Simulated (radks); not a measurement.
# Al⁺ inside a hard spherical wall

Aim: energy, levels and pressure of Al⁺ as a wall, at which all orbitals vanish, closes in. The configuration stays [Ne] 3s2.

The numbers are computed with radks (a radial shooting solver on a logarithmic mesh, Libxc functionals) version 1 (scalar-relativistic Kohn-Sham, r2SCAN, spin-polarised, spherical densities, finite nucleus), except any that are marked as measured or tabulated.

## 1. Starting point

| Property | Result |
| --- | --- |
| element | aluminium (Z = 13) |
| charge | +1 |
| electrons | 12 |
| configuration | [Ne] 3s2 |
| nuclear rms radius | 3.061 fm |

The outer shells:

Al⁺
```
[Ne] core
3s [↑↓]
```

## 2. The free atom

The run's settings:

```text
Z 13
configuration [Ne] 3s2 3p0 4s0 3d0
relativity scalar-relativistic
functional r2scan,r2scan
spin polarised
nucleus finite rms 3.061 fm
c 137.035999084
```

## 3. Wall at 20 bohr

Input: that of step 2 with these lines changed.

```diff
@@ -6,2 +6,3 @@
 nucleus finite rms 3.061 fm
+wall 20 bohr
 c 137.035999084
```

## 4. Wall at 12 bohr

Input: that of step 3 with these lines changed.

```diff
@@ -6,3 +6,3 @@
 nucleus finite rms 3.061 fm
-wall 20 bohr
+wall 12 bohr
 c 137.035999084
```

## 5. Wall at 10 bohr

Input: that of step 4 with these lines changed.

```diff
@@ -6,3 +6,3 @@
 nucleus finite rms 3.061 fm
-wall 12 bohr
+wall 10 bohr
 c 137.035999084
```

## 6. Wall at 8 bohr

Input: that of step 5 with these lines changed.

```diff
@@ -6,3 +6,3 @@
 nucleus finite rms 3.061 fm
-wall 10 bohr
+wall 8 bohr
 c 137.035999084
```

## 7. Wall at 4 bohr

Input: that of step 6 with these lines changed.

```diff
@@ -6,3 +6,3 @@
 nucleus finite rms 3.061 fm
-wall 8 bohr
+wall 4 bohr
 c 137.035999084
```

## 8. Wall at 3.5 bohr

Input: that of step 7 with these lines changed.

```diff
@@ -6,3 +6,3 @@
 nucleus finite rms 3.061 fm
-wall 4 bohr
+wall 3.5 bohr
 c 137.035999084
```

## 9. Wall at 3 bohr

Input: that of step 8 with these lines changed.

```diff
@@ -6,3 +6,3 @@
 nucleus finite rms 3.061 fm
-wall 3.5 bohr
+wall 3 bohr
 c 137.035999084
```

## 10. Wall at 2.5 bohr

Input: that of step 9 with these lines changed.

```diff
@@ -6,3 +6,3 @@
 nucleus finite rms 3.061 fm
-wall 3 bohr
+wall 2.5 bohr
 c 137.035999084
```

## 11. Wall at 2 bohr

Input: that of step 10 with these lines changed.

```diff
@@ -6,3 +6,3 @@
 nucleus finite rms 3.061 fm
-wall 2.5 bohr
+wall 2 bohr
 c 137.035999084
```

## 12. Wall at 1.5 bohr

Input: that of step 11 with these lines changed.

```diff
@@ -6,3 +6,3 @@
 nucleus finite rms 3.061 fm
-wall 2 bohr
+wall 1.5 bohr
 c 137.035999084
```

**Question.** What will these runs give? Wanted: for each run, R; E − E(free); ε(3s); ε(3p, empty); ε(4s, empty); ε(3d, empty); pressure.

The runs gave:

```tsv
R (bohr)	E − E(free) (eV)	ε(3s) (eV)	ε(3p, empty) (eV)	ε(4s, empty) (eV)	ε(3d, empty) (eV)	pressure (GPa)
free	0.000	-14.962	-8.863	-	-	0
20	0.000	-14.962	-8.863	-	-	< 0.0001
12	0.000	-14.962	-8.863	-1.678	-1.752	< 0.0001
10	0.000	-14.962	-8.861	-1.382	-1.696	0.000183
8	0.005	-14.952	-8.834	-0.464	-1.474	0.0114
4	3.890	-11.687	-3.881	26.965	6.835	32.2
3.5	8.402	-8.648	0.116	43.401	11.715	91.2
3	18.371	-2.488	7.657	71.672	19.774	280
2.5	41.846	11.021	22.932	123.99	33.867	989
2	104.64	44.511	57.535	232.26	61.171	4453
1.5	314.58	143.74	150.55	499.37	124.63	29713
```

What this shows: Eigenvalues are for spin up. At the tightest wall, 1.5 bohr, the energy stands 314.58 eV above the free atom and the pressure, −dE/dV, is 29713 GPa. Of the levels in the table that exist at both ends, 3p (empty) rises most from the free atom (159.42 eV). From R = 2.5 bohr inwards the highest occupied level lies above zero, pushed up by confinement. Shells are not refilled when levels cross, and a hard wall is a model, not a crystal.
